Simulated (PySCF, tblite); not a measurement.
# C₆H₁₀N₂SSi: geometry, infrared bands and NMR shifts

Wanted: the infrared bands and NMR shifts of C₆H₁₀N₂SSi (`C=Cc1cc(S[SiH3])nn1C`), by calculation.

Programs: tblite 0.8.0 and PySCF 2.14.0, with density-fitted response routines of our own. Each step states its level of theory. These are calculated values for one molecule in the gas phase, unless marked as measured. Atoms count from 0, in the outputs and in this text.

### 1 The molecule as given

20 atoms, charge 0, multiplicity 1; geometry from: force field or distance geometry start.

Bonds of the start (Å): C0–C1 1.32, C1–C2 1.43, C2–C3 1.38, C3–C4 1.41, C4–S5 1.74, S5–Si6 2.14, C4–N7 1.32, N7–N8 1.35, N8–C9 1.45, N8–C2 1.38, C0–H10 1.08, C0–H11 1.10, C1–H12 1.10, C3–H13 1.07, Si6–H14 1.49, Si6–H15 1.48, Si6–H16 1.48, C9–H17 1.09, C9–H18 1.09, C9–H19 1.10.

### 2 Geometry optimisation with GFN2-xTB

The job: settings as JSON, then the geometry in Å.

```
{"job": {"kind": "relax", "xc": "GFN2-xTB", "basis": "xTB"}, "charge": 0, "multiplicity": 1}
C     -2.913400     2.077500    -0.362900
C     -2.428800     0.889400    -0.032800
C     -1.031500     0.593000    -0.143900
C      0.057100     1.324700    -0.588400
C      1.155400     0.447500    -0.446500
S      2.781900     0.883300    -0.875300
Si     3.991900    -0.830800    -0.469000
N      0.808800    -0.736700     0.026700
N     -0.526000    -0.639900     0.204300
C     -1.247700    -1.784100     0.726700
H     -2.312400     2.887300    -0.747900
H     -3.988100     2.276900    -0.257200
H     -3.117200     0.133900     0.363800
H      0.070900     2.335200    -0.942100
H      3.955700    -1.171100     0.982400
H      5.395900    -0.500100    -0.799500
H      3.586000    -1.982600    -1.309500
H     -1.717200    -1.504800     1.665900
H     -1.990600    -2.086800    -0.008400
H     -0.535800    -2.601100     0.902100
```

The run is started by

```bash
$ OMP_NUM_THREADS=1 python probes_run.py task.json out
```

This one command runs all jobs of the session in turn.

**Question.** This job is followed by: GFN2-xTB harmonic vibrations, gas phase; GIAO PBE0/pcSseg-1 NMR shielding, non-relativistic, gas phase. Predict these results of the whole session: strongest single infrared mode (GFN2-xTB); zero-point energy (GFN2-xTB); ¹³C shifts against TMS (PBE0/pcSseg-1); ¹H shifts against TMS (PBE0/pcSseg-1, means over atoms taken as alike); ³³S shifts against CS2 (PBE0/pcSseg-1); ²⁹Si shifts against TMS (PBE0/pcSseg-1); ¹⁵N shifts against NH3 (PBE0/pcSseg-1).

As calculated:

```
                                                              quantity                                        value
                             strongest single infrared mode (GFN2-xTB)                         789 cm⁻¹, 395 km/mol
                                          zero-point energy (GFN2-xTB)                                91.0 kcal/mol
                                ¹³C shifts against TMS (PBE0/pcSseg-1)  151.2, 147.9, 129.5, 122.4, 107.1, 36.3 ppm
¹H shifts against TMS (PBE0/pcSseg-1, means over atoms taken as alike)       6.67, 6.62, 6.12, 5.64, 4.70, 3.87 ppm
                                ³³S shifts against CS2 (PBE0/pcSseg-1)                                     -141 ppm
                               ²⁹Si shifts against TMS (PBE0/pcSseg-1)                                    -66.1 ppm
                                ¹⁵N shifts against NH3 (PBE0/pcSseg-1)                             332.3, 217.5 ppm
```

What this shows: Over 64 steps the energy fell by 0.264 eV; of the close pairs, Si6–H14 changed most, 1.491 to 1.453 Å. All 54 modes are real, so the xTB geometry is a minimum. The strongest single mode, at 789 cm⁻¹, has its largest shares on H15, H16 and H14 (the list is cut at 3 atoms). GFN2-xTB is a fitted tight-binding method: band positions and strengths are rough. Its intensities can rank the bands wrongly. At PBE0/pcSseg-1: Shielding is most anisotropic at S5 (span 496 ppm, paramagnetic term -413 ppm). NICS(1)zz of -24 ppm above the planar ring from C2 marks a diatropic (aromatic) ring current.
